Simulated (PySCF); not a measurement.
**Ways to converge the SCF of GaO⁺ (triplet)**

The same problem is solved with other solver options, one edit a run.

Computed with PySCF 2.14.0. Level: each script names its method and basis.

## Step 1: The system as given

GaO⁺ (triplet): 2 atoms, charge 1, spin multiplicity 3.

Bond lengths: Ga1–O2 1.905 Å.

## Step 2: The base run

Input file input.py:

```python
from pyscf import gto, scf, mp

mol = gto.M(
    atom='Ga 0 0 0; O 0 0 1.905',
    basis='lanl2dz',
    ecp={'Ga': 'lanl2dz'},
    charge=1,
    spin=2,
    verbose=4,
)
mf = scf.UHF(mol)
mf.kernel()
mp.MP2(mf, frozen=1).kernel()
mf.dip_moment()
print('orbital energies (hartree):', [e[max(0, n-3):n+3].round(4) for e, n in zip(mf.mo_energy, mol.nelec)])
```

On the command line:

```
OMP_NUM_THREADS=1 python input.py
```

The log of this run is left out.

It gives: E(SCF) = -76.504110 Eh, 13 cycles, E(MP2) − E(SCF) = -0.08063 Eh, ⟨S²⟩ = 2.080.

The bond length is a typed value, not an optimised one. The dipole of an ion depends on the origin. The triplet is typed in the script; nothing here shows that it is the ground state.

## Step 3: Damping 0.5

Variant 1 changes damping: none → 0.5.

Input file input.py:

```python
from pyscf import gto, scf, mp

mol = gto.M(
    atom='Ga 0 0 0; O 0 0 1.905',
    basis='lanl2dz',
    ecp={'Ga': 'lanl2dz'},
    charge=1,
    spin=2,
    verbose=4,
)
mf = scf.UHF(mol)
mf.damp = 0.5
mf.diis_start_cycle = 8
mf.kernel()
mp.MP2(mf, frozen=1).kernel()
mf.dip_moment()
print('orbital energies (hartree):', [e[max(0, n-3):n+3].round(4) for e, n in zip(mf.mo_energy, mol.nelec)])
```

On the command line:

```
OMP_NUM_THREADS=1 python input.py
```

## Step 4: Initial guess mod_huckel

Variant 2 changes initial guess: minao → mod_huckel.

input.py: that of step 2 with these lines changed.

```diff
@@ -11,2 +11,3 @@
 mf = scf.UHF(mol)
+mf.init_guess = 'mod_huckel'
 mf.kernel()
```

## Step 5: Second-order solver on

Variant 3 changes second-order solver: off → on.

input.py: that of step 2 with these lines changed.

```diff
@@ -11,2 +11,3 @@
 mf = scf.UHF(mol)
+mf = mf.newton()
 mf.kernel()
```

**Question.** What will these runs give? Wanted: for each run, E(SCF); from base; gap, α spin; after the SCF.

As calculated:

| run | E(SCF) (hartree) | from base (eV) | cycles | gap, α spin (eV) | after the SCF |
| --- | --- | --- | --- | --- | --- |
| base | -76.504110 | 0 | 13 | 12.74 | MP2 correlation -2.194 eV, core frozen |
| damping 0.5 | -76.504110 | 0.0000 | 18 | 12.74 | MP2 correlation -2.194 eV, core frozen |
| initial guess mod_huckel | -76.504110 | 0.0000 | 11 | 12.74 | MP2 correlation -2.194 eV, core frozen |
| second-order solver on | -76.504110 | 0.0000 | 4 macro | 12.74 | MP2 correlation -2.194 eV, core frozen |

Distance from each run's final energy (log10 hartree) by cycle:

| run | cycle 1 | cycle 2 | cycle 3 | cycle 5 | cycle 8 | cycle 12 |
| --- | --- | --- | --- | --- | --- | --- |
| base | -1.1 | -1.4 | -1.7 | -2.2 | -4.6 | -9.2 |
| damping 0.5 | -1.1 | -1.4 | -1.5 | -1.8 | -2.1 | -3.8 |
| initial guess mod_huckel | -1.7 | -2.1 | -2.3 | -3.2 | -7.1 | done |
| second-order solver on | -2.1 | -4.9 | < -11 | done | done | done |

In words: No change of the SCF energy comes from damping 0.5 or initial guess mod_huckel or second-order solver on. The base needs 13 cycles and the run with damping 0.5 needs 18.
